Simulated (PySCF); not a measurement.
# FGeH7Si (H3Si ... HF ... H3Ge): the cost of one run

Computed with PySCF 2.14.0 and routines of our own; the level stands in each step. Atoms count from 0.

### 1 The system as given

10 atoms, charge 0, high-spin multiplicity 3; geometry from: GFN2-xTB fragments, placed rigidly.

The system (radical pair across a spacer): H3Si···HF···H3Ge. The radical centres are 6.04 Å apart, edge to face; the spin sites are atoms 0, 1, 2, 3 (1 unpaired) and atoms 4, 5, 6, 7 (1 unpaired).

### 2 Magnetic exchange: CASSCF and SC-NEVPT2/def2-SVP (2,2)

The job: settings as JSON, then the geometry in Å.

```
{"job": {"kind": "cas", "basis": "def2-SVP", "active": "magnetic", "zfs": true}, "charge": 0, "high_spin_multiplicity": 3, "spin_sites": [[[0, 1, 2, 3], 1], [[4, 5, 6, 7], 1]]}
Si    -0.200800    -0.000200    -2.907700
H      0.985800    -0.768700    -3.225300
H     -1.460900    -0.641500    -3.225300
H     -0.127200     1.411800    -3.225200
Ge    -0.200800    -0.000200     3.129800
H      0.468500    -1.378400     2.964900
H      0.468500     0.546000     4.405700
H      0.468500     0.831500     2.018500
F      0.265400    -0.000200     0.032300
H     -0.667000    -0.000200     0.032300
```

Method: CASSCF and SC-NEVPT2/def2-SVP spin states, gas phase.

Started as:

```console
$ OMP_NUM_THREADS=1 python exch_run.py task.json out
```

This one command runs all jobs of the session in turn.

Q: Estimate the wall time and peak memory of this first job on 1 thread of Arm Neoverse V1, shared host.

About 3.9 s, with a peak of 0.26 GiB.
